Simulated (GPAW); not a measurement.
Crystal: As2Se.

```
CELL_PARAMETERS angstrom
-3.52942 3.52942 2.65357
3.52942 -3.52942 2.65357
3.52942 3.52942 -2.65357
ATOMIC_POSITIONS crystal
Se 0.25000 0.75000 0.50000
Se 0.50000 0.50000 0.00000
As 0.87500 0.12500 0.25000
As 0.87500 0.62500 0.75000
As 0.37500 0.12500 0.25000
As 0.87500 0.12500 0.75000
```

The cell comes from a database or a generator and needn't be the stable form of this composition.

| Quantity | Value |
| --- | --- |
| Program | GPAW 26.7.0 |
| Task | relaxation of cell and atoms |
| Functional | PBEsol |
| Potentials or basis | PAW data sets generated in the run's folder for this functional |
| Cutoff | 600 eV |
| Basis | pw |
| k mesh | 4 × 4 × 4 |
| Occupations | fermi-dirac, width 0.05 eV |
| Spin | no spin polarisation |

At the start: pressure -3.8 GPa; volume 22.04 Å³/atom.

Problem. Where does the relaxation end?

Solution. Over 4 steps the energy falls by 14.5 meV/atom and the volume is 20.94 Å³/atom (-5.0 %); space group I4_1/amd (No. 141, to 0.05 Å).

The path:
```tsv
step	energy change (eV)	largest force (eV/Å)	pressure (GPa)	volume (Å³)
1	0.0000	0.0000	-3.83	132.22
2	-0.0121	0.0000	-3.58	131.72
3	-0.0866	0.0000	0.25	125.24
4	-0.0869	0.0000	-0.03	125.67
```

Final structure:
```
Se As
1.0
    -3.47972    3.47972    2.59460
     3.47972   -3.47972    2.59460
     3.47972    3.47972   -2.59460
Se As
2 4
Direct
  0.25000 0.75000 0.50000
  0.50000 0.50000 0.00000
  0.87500 0.12500 0.25000
  0.87500 0.62500 0.75000
  0.37500 0.12500 0.25000
  0.87500 0.12500 0.75000
```

Caveat: the k mesh is coarse (spacing up to 0.37 Å⁻¹), so the values aren't converged; later steps reuse the first step's grids.
